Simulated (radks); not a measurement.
# Cl in [He] 2s2 2p5.75 3s2 3p5 4p0.25: an all-electron calculation

One table from this session's results is given with a row withheld; the runs are named, their logs left out.

The numbers are computed with radks (a radial shooting solver on a logarithmic mesh, Libxc functionals) version 1 (non-relativistic Kohn-Sham, BLYP, spin-polarised, spherical densities, point nucleus; open shells are filled with parallel spins first), except any that are marked as measured or tabulated.

**Starting point**

```
element       : chlorine (Z = 17)
charge        : 0
electrons     : 17
configuration : [He] 2s2 2p5.75 3s2 3p5 4p0.25
```

The first run:

Input:

```text
Z 17
configuration [He] 2s2 2p5.75 3s2 3p5 4p0.25 4s0 3d0
relativity non-relativistic
functional b88,lyp
spin polarised
nucleus point
```

Run with:

```sh
> python run_ks.py task.json out
```

The same process makes all the runs of this session.

Steps of the session up to this table: Self-consistent calculation.

One of the session's tables, all rows but one given; the rest of the session is left out.

It belongs to the step «Shells». Sizes of the orbitals, from the radial functions (bohr):

| level | <r> | outermost maximum (interpolated) | 90 % within | nodes |
| --- | --- | --- | --- | --- |
| 1s up | 0.09141 | 0.0599 | 0.163 | 0 |
| 1s down | 0.09139 | 0.0599 | 0.163 | 0 |
| 2s up | 0.4442 | 0.362 | 0.694 | 1 |
| 2s down | ? | ? | ? | ? |
| 2p up | 0.4042 | 0.300 | 0.670 | 0 |
| 2p down | 0.4047 | 0.301 | 0.671 | 0 |
| 3s up | 1.503 | 1.26 | 2.28 | 2 |
| 3s down | 1.513 | 1.26 | 2.30 | 2 |
| 3p up | 1.758 | 1.38 | 2.78 | 1 |
| 3p down | 1.790 | 1.39 | 2.84 | 1 |
| 4s up | 6.786 | 4.91 | 10.8 | 3 |
| 4p up | 11.59 | 9.73 | 17.8 | 2 |

**Question.** Estimate the row for 2s down.

As computed: <r>: 0.4446; outermost maximum (interpolated): 0.363; 90 % within: 0.695; nodes: 1. In the column «<r>» it lies between 2s up (0.4442) and 3s up (1.503).
